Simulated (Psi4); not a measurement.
**H2InO (SMILES [OH][InH]) at UMP2/def2-SVPD (density fitting, core potential, density fitting for correlation, sweep point 4)**

We compute the energy of H2InO. 

The results are computed with Psi4 1.11.

**1. The molecule**

H2InO has 4 atoms, charge 0, and is taken as a doublet. SMILES: `[OH][InH]`. The coordinates come from a PBE0-D4/def2-TZVP relaxation.

Bond lengths: O1–In2 2.003 Å, O1–H3 0.960 Å, In2–H4 1.767 Å. Angles: O1–In2–H4 113.8°, In2–O1–H3 115.0°.

**2. A single-point energy at UMP2/def2-SVPD (density fitting, core potential, density fitting for correlation, sweep point 4)**

Input file h2ino.in:

```
memory 1.6 GB

molecule system {
  0 2
  O     -0.298400    -1.020600     0.295000
  In     0.563900     0.746600    -0.088500
  H      0.236800    -1.629400     0.809100
  H     -0.446700     1.843000    -1.036000
  symmetry c1
}

set basis def2-SVPD
set reference uhf
set scf_type df
set num_frozen_docc 5
set scf_initial_accelerator ediis

energy_value = energy('mp2')
```

Run with:

```bash
$ psi4 -n 1 h2ino.in h2ino.out
```

What values should one expect? Wanted: total energy; HOMO energy; LUMO energy; correlation energy; ⟨S²⟩.

Answer, from the run:

Level: UMP2/def2-SVPD (density fitting, core potential, density fitting for correlation, sweep point 4), 5 core orbitals frozen.

```
                                                  quantity          value
                                              total energy  -265.44921 Eh
HOMO energy (Hartree–Fock orbitals) (highest over α and β)       -8.46 eV
 LUMO energy (Hartree–Fock orbitals) (lowest over α and β)        0.12 eV
               correlation energy (5 core orbitals frozen)     -287.4 mEh
                                                      ⟨S²⟩          0.766
```
